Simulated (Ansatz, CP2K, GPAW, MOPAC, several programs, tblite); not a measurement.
What each method gives for Ga2O3 (corundum)

Ga2O3 (corundum), relaxed with r2SCAN in Ansatz, was computed with several methods. The symmetry is R-3c (No. 167, trigonal); conventional cell a = 4.985 Å, c = 13.442 Å, 9.64 Å³ an atom. Around Ga lie 6 O at 1.93–2.07 Å; around O lie 4 Ga at 1.93–2.07 Å. Spin-unpolarised throughout; all numbers are computed.

```xyz
10
Lattice="2.4923 1.4389 4.4806 -2.4923 1.4389 4.4806 0.0000 -2.8778 4.4806" Properties=species:S:1:pos:R:3 pbc="T T T"
Ga    0.0000    0.0000   11.4986
Ga    0.0000    0.0000    4.7776
Ga    0.0000    0.0000    1.9434
Ga    0.0000    0.0000    8.6643
O     0.9788   -1.4389    5.6008
O    -1.7355   -0.1282    5.6008
O    -0.9788    1.4389    7.8411
O    -0.7567   -1.5671    7.8411
O     1.7355    0.1282    7.8411
O     0.7567    1.5671    5.6008
```

Gaps and times are for a single point on this cell; volume and bulk modulus come from each method's own relaxation or energy curve at fixed shape, which is too stiff where a cell has free coordinates or axes. Times are rough, from shared hosts (Arm Neoverse V2), and each method has its own mesh and cell size. A double dagger marks a value from a curve with shape and coordinates held. PM7 (MOPAC), GFN1-xTB (tblite), GFN2-xTB (tblite) treat a cluster of cells at its zone centre, which samples few k points: where these miss a band edge, the gap comes out too large for that reason alone. Gaps from k meshes are read at a limited set of points (mesh, symmetry points, PBE's band edges), so each method's own least gap may be somewhat smaller. xTB and the PM methods were fitted mostly to molecules, and can miss a solid's gap by electronvolts. Minimal bases can be far off for gaps. GLLB-SC's gap includes the derivative discontinuity. d marks a direct gap, i an indirect one (no mark: not told apart), a dash a value that wasn't computed or didn't pass its checks.

| method | kind | gap (eV) | own volume (Å³/atom) | bulk modulus (GPa) | atoms computed | processor time |
| --- | --- | --- | --- | --- | --- | --- |
| light PBE (260 eV and a coarse mesh) | light plane-wave | 2.68 i | – | – | 10 | 1.6 s |
| PBE | semilocal | 2.85 i | 10.06 | 200‡ | 10 | 11 s |
| GFN1-xTB (tblite) | tight binding | 1.55 | 10.42‡ | 145‡ | 120 | 11 s |
| GFN2-xTB (tblite) | tight binding | 1.26 | 9.61‡ | 152‡ | 120 | 15 s |
| r2SCAN | semilocal | 3.55 i | 9.64 | 236‡ | 10 | 25 s |
| PBE/SZV (CP2K) | small basis | 2.36 i | – | – | 10 | 29 s |
| GLLB-SC (GPAW) | model potential | 4.77 | – | – | 10 | 57 s |
| PM7 (MOPAC) | semi-empirical | 3.11 | – | – | 120 | 93 s |
| PBE/DZVP (CP2K) | small basis | 2.79 i | 10.21‡ | 194‡ | 10 | 120 s |

Against r2SCAN (3.55 eV) and with closed or daggered gaps left aside, the nearest gap at the points sampled is that of PM7 (MOPAC) (-0.44 eV) and the farthest that of GFN2-xTB (tblite) (-2.29 eV). r2SCAN is only a yardstick of convenience: semilocal gaps usually lie below measured ones, which GLLB-SC and hybrids aim to mend.

Volumes against r2SCAN's: PBE +4.3 %.
